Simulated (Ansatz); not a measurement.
# Cl2FHSi: one species, many methods

One table from this session's results is given with a row withheld; the runs are named, their logs left out.

Computed with Ansatz 0.2.0, Gaussian basis. Level: functionals in def2-TZVPP, the program's frozen cores in correlated methods.

Levels to be run: LDA (SPW92), PBE-D4, revPBE-D4, BLYP-D4, r2SCAN-D4, B97M-V, PBE0-D4, B3LYP-D4, r2SCANh-D4, r2SCAN0-D4, HSE06-D4, BHLYP-D4, CAM-B3LYP-D4, LC-ωPBE, ωB97X-V, ωB97M-V, B2PLYP, PBE-QIDH; CCSD(T)/def2-SVP; CCSD(T)/def2-TZVPP; MP2/def2-QZVPP; extrapolation to the limit; RPA on PBE.

### Structure used throughout

An earlier PBE0-D4 in a triple-zeta def2 set relaxation fixed the geometry.

5 atoms, charge 0, spin multiplicity 1.

Atoms are counted from 1 here; the program's logs count them from 0.

Bond lengths: F1–Si2 1.581 Å, Si2–Cl3 2.024 Å, Si2–Cl4 2.024 Å, Si2–H5 1.467 Å. Angles: F1–Si2–Cl3 108.4°, F1–Si2–Cl4 108.4°, F1–Si2–H5 109.1°, Cl3–Si2–Cl4 110.2°, Cl3–Si2–H5 110.4°, Cl4–Si2–H5 110.4°.

The first run:

Input file in.yaml:

```yaml
crystal:
  periodic: [false, false, false]
  atoms:
    - {symbol: F, position_ang: [0.035526, -0.682699, 1.466866]}
    - {symbol: Si, position_ang: [0.115742, -0.048428, 0.020806]}
    - {symbol: Cl, position_ang: [-0.511949, 1.872293, 0.131478]}
    - {symbol: Cl, position_ang: [-1.092751, -1.108745, -1.208295]}
    - {symbol: H, position_ang: [1.503331, -0.106121, -0.452355]}
basis:
  gaussian: {orbitals: def2-TZVPP}
hamiltonian: {xc: lda}
output: {orbitals: {seedname: orbitals}}
```

Steps of the session up to this table: LDA; PBE-D4 (GGA); revPBE-D4 (GGA); BLYP-D4 (GGA); r2SCAN-D4 (meta-GGA); B97M-V (meta-GGA); PBE0-D4 (hybrid); B3LYP-D4 (hybrid); r2SCANh-D4 (hybrid); r2SCAN0-D4 (hybrid); HSE06-D4 (hybrid); BHLYP-D4 (hybrid); CAM-B3LYP-D4 (range-separated); LC-ωPBE-D4 (range-separated; the results give it without D4); ωB97X-V (range-separated); ωB97M-V (range-separated); B2PLYP (double hybrid); PBE-QIDH (double hybrid).

One of the session's tables, all rows but one given; the rest of the session is left out.

It belongs to the step «Frontier levels by functional». 

```
  functional  HOMO (eV)  gap (eV)
 LDA (SPW92)      -8.36      7.35
      PBE-D4      -8.21      7.49
   revPBE-D4      -8.16      7.55
     BLYP-D4      -8.03      7.45
   r2SCAN-D4      -8.60      8.27
      B97M-V          ?         ?
     PBE0-D4      -9.66      9.87
    B3LYP-D4      -9.36      9.36
  r2SCANh-D4      -9.12      9.11
  r2SCAN0-D4      -9.91     10.36
    HSE06-D4      -9.25      9.08
    BHLYP-D4     -10.93     12.14
CAM-B3LYP-D4     -11.02     12.32
     LC-ωPBE     -12.48     14.97
     ωB97X-V     -12.08     14.47
     ωB97M-V     -11.90     14.03
```

Q: Estimate the row for B97M-V from the others.

The run gave: HOMO (eV): -8.71; gap (eV): 8.32. In the column «HOMO (eV)» it lies between r2SCANh-D4 (-9.12) and r2SCAN-D4 (-8.60).
